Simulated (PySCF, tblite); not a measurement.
**C₇H₁₄OSi: geometry, infrared bands and NMR shifts**

Aim: predict the infrared bands and NMR shifts of C₇H₁₄OSi (`C=C1CCCC[C@@H]1O[SiH3]`).

Computed with tblite 0.8.0 and PySCF 2.14.0, with density-fitted response routines of our own, on a single molecule in the gas phase. Atoms count from 0, in the outputs and in this text.

## (1) The starting structure

23 atoms, charge 0, multiplicity 1; geometry from: force field or distance geometry start.

Bonds of the start (Å): C0–C1 1.34, C1–C2 1.51, C2–C3 1.53, C3–C4 1.52, C4–C5 1.54, C5–C6 1.54, C6–O7 1.43, O7–Si8 1.66, C6–C1 1.52, C0–H9 1.10, C0–H10 1.08, C2–H11 1.10, C2–H12 1.09, C3–H13 1.10, C3–H14 1.09, C4–H15 1.09, C4–H16 1.09, C5–H17 1.10, C5–H18 1.09, C6–H19 1.09, Si8–H20 1.48, Si8–H21 1.49, Si8–H22 1.48.

## (2) Optimising the geometry with GFN2-xTB

What the job is given:

```
{"job": {"kind": "relax", "xc": "GFN2-xTB", "basis": "xTB"}, "charge": 0, "multiplicity": 1}
C     -0.226500     2.375900     0.221000
C     -0.270900     1.040200     0.218100
C     -1.130800     0.254000     1.184500
C     -2.049200    -0.700100     0.411400
C     -1.257700    -1.605200    -0.524600
C     -0.388800    -0.779400    -1.486000
C      0.545900     0.197200    -0.741300
O      1.499300    -0.570700     0.006200
Si     3.083800    -0.084800     0.067700
H     -0.835300     2.960800     0.922100
H      0.387800     2.929800    -0.473600
H     -1.762300     0.923600     1.792600
H     -0.509200    -0.301800     1.887100
H     -2.600100    -1.329200     1.129100
H     -2.794400    -0.129100    -0.151100
H     -1.950500    -2.222800    -1.101300
H     -0.625600    -2.285100     0.052000
H      0.212900    -1.473400    -2.091800
H     -1.032300    -0.212600    -2.161200
H      1.042900     0.824600    -1.486900
H      3.619900    -0.026100    -1.308400
H      3.162600     1.275100     0.666600
H      3.873600    -1.033800     0.888600
```

Launch:

```bash
$ OMP_NUM_THREADS=1 python probes_run.py task.json out
```

This one command runs all jobs of the session in turn.

**Question.** This job is followed by: GFN2-xTB harmonic vibrations, gas phase; GIAO PBE0/pcSseg-1 NMR shielding, non-relativistic, gas phase. What will the session give for the following? strongest single infrared mode (GFN2-xTB); zero-point energy (GFN2-xTB); 13C shifts against TMS (PBE0/pcSseg-1); 1H shifts against TMS (PBE0/pcSseg-1, means over atoms taken as alike); 17O shifts against H2O (PBE0/pcSseg-1); 29Si shifts against TMS (PBE0/pcSseg-1); surface potential, 1st and 99th percentile.

**Answer**, as computed:

| quantity | value |
| --- | --- |
| strongest single infrared mode (GFN2-xTB) | 2206 cm⁻¹, 406 km/mol |
| zero-point energy (GFN2-xTB) | 119.4 kcal/mol |
| 13C shifts against TMS (PBE0/pcSseg-1) | 157.7, 116.1, 78.1, 40.1, 34.8, 32.8, 23.9 ppm |
| 1H shifts against TMS (PBE0/pcSseg-1, means over atoms taken as alike) | 5.15, 5.15, 4.79, 4.19, 2.52, 2.12, 2.11, 2.09, 1.87, 1.51, 1.46, 1.31 ppm |
| 17O shifts against H2O (PBE0/pcSseg-1) | 37.7 ppm |
| 29Si shifts against TMS (PBE0/pcSseg-1) | -44.2 ppm |
| surface potential, 1st and 99th percentile | -1.02 V and 1.05 V |

What this shows: Relaxing lowered the energy by 0.219 eV in 138 steps; the close pair that moved most is O7–Si8, from 1.658 to 1.615 Å. No mode is imaginary among the 63: a minimum at this level. The strongest single mode, at 2206 cm⁻¹, moves mainly H21 and H20. Unscaled tight-binding wavenumbers are off by several per cent, some by more. Its intensities can rank the bands wrongly. The most deshielded carbon is C1 (fully substituted alkene carbon), at 157.7 ppm: an sp2 carbon of a C=C bond. At PBE0/pcSseg-1: The largest span, 252 ppm, is at C1, where the paramagnetic term is -235 ppm.
